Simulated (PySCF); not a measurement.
# C8H7: the cost of one run

Programs: PySCF 2.14.0, with routines of our own; each step states its level. All values are computed. Atoms count from 0.

## 1. The starting structure

15 atoms, charge 0, multiplicity 2; geometry from: GFN2-xTB.

## 2. Open-shell or spin-flip excitations: unrestricted TDA PBE0/def2-SVPD

The job: settings as JSON, then the geometry in Å.

```
{"job": {"kind": "uabs", "xc": "PBE0", "basis": "def2-SVPD", "nstates": 10, "tda": true}, "charge": 0, "multiplicity": 2}
C      3.030751    -0.731255     0.450242
C      1.792989    -0.429113     0.266579
C      0.491130    -0.115772     0.079097
C     -0.002063     1.192315     0.362212
C     -1.324702     1.493628     0.168143
C     -2.213572     0.533053    -0.309413
C     -1.753631    -0.750751    -0.594212
C     -0.437187    -1.082716    -0.408717
H      3.780833    -0.614726    -0.323057
H      3.401872    -1.121392     1.390711
H      0.688841     1.935414     0.731508
H     -1.683717     2.488967     0.388529
H     -3.252969     0.781915    -0.458199
H     -2.444712    -1.494113    -0.965757
H     -0.078278    -2.077465    -0.626925
```

Level: unrestricted TDA PBE0/def2-SVPD, vertical, gas phase, core orbitals frozen in the response.

Run with:

```sh
$ OMP_NUM_THREADS=1 python excited_run.py task.json out
```

One launch serves the whole session: the jobs run in the order shown.

**Question.** How long does this first job take on 1 thread of AMD EPYC 9R45, shared host, and how much memory does it need?

About 29 s, with a peak of 0.75 GiB.
